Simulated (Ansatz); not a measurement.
# CHGeO+ (triplet): wave-function methods side by side, cc-pVDZ

One table from this session's results is given with a row withheld; the runs are named, their logs left out.

Method: cc-pVDZ, core rule «outside noble gas», up to 16 orbitals frozen; program: Ansatz 0.2.0, Gaussian basis.

The runs, in order: UHF; CCSD(T) on ROHF; CCSD(T) on UHF; BCCD(T) on ROHF; CISD; CCSDT(Q) on ROHF; CCSDT(Q) on UHF.

20 further runs of the same task are left out: 10 that didn't finish, 10 set aside as unsound or not needed.

## What is computed

The geometry is a PBE0/def2-TZVP stationary point (not a proven minimum) of the parent state, kept for this charge and spin. No spin-orbit coupling is included. The filled d shell of Ge may be among the frozen orbitals whatever the setting's name suggests; the logs give the count.

4 atoms, charge 1, spin multiplicity 3.

Atoms are counted from 1 here; the program's logs count them from 0.

Bond lengths: Ge1–C2 1.774 Å, C2–O3 1.290 Å, O3–H4 0.971 Å. Angles: Ge1–C2–O3 175.6°, C2–O3–H4 111.6°.

As a file:

```xyz
4
charge 1, multiplicity 3
Ge    0.0000   -0.1604    2.0812
C     0.0000   -0.1673    0.3069
O     0.0000   -0.2714   -0.9792
H     0.0000    0.5992   -1.4089
```

The first run:

Input file in.yaml:

```yaml
crystal:
  periodic: [false, false, false]
  atoms:
    - {symbol: Ge, position_ang: [-0.000004, -0.160430, 2.081234]}
    - {symbol: C, position_ang: [0.000037, -0.167331, 0.306926]}
    - {symbol: O, position_ang: [-0.000016, -0.271400, -0.979246]}
    - {symbol: H, position_ang: [-0.000016, 0.599161, -1.408914]}
basis:
  gaussian: {orbitals: cc-pVDZ}
total_charge: 1
magnetization: {spin_polarized: true, initial_magnetization: 2}
hamiltonian: {xc: hf}
output: {orbitals: {seedname: orbitals}}
```

The run is started by

```console
> ansatz run in.yaml --threads 1 --pin off --events-out ev --progress --plain --max-ram 2393MiB
```

Among the steps run: UHF; CCSD(T) on ROHF; CCSD(T) on UHF; BCCD(T) on ROHF; CISD; CCSDT(Q) on ROHF; CCSDT(Q) on UHF.

One table of the session follows, with a row left open; its other results are not shown here.

| method | from UCCSDT(Q) (meV) |
| --- | --- |
| ROHF | ? |
| UHF | +10233.8 |
| RMP2 | +1153.7 |
| UMP2 | +1178.7 |
| RCCSD | +415.6 |
| UCCSD | +410.1 |
| RCCSD(T) | +70.3 |
| UCCSD(T) | +70.0 |
| BCCD(T) | +67.3 |
| RCCSDT | +35.0 |
| UCCSDT | +32.9 |
| RCCSDT(Q) | +8.1 |
| UCCSDT(Q) | 0 |

Q: Estimate the row for ROHF from the others.

**Answer.** from UCCSDT(Q) (meV): +10395.7. In the column «from UCCSDT(Q) (meV)» it is the highest.

Not comparable, so not listed: CISD (they don't share determinant, frozen orbitals or solution with the rows shown, or repeat one).

Caveats from the session: Restricted and unrestricted rows rest on different reference determinants; where their highest levels disagree by more than a few hundredths of an eV, they describe different states and don't form one ladder.
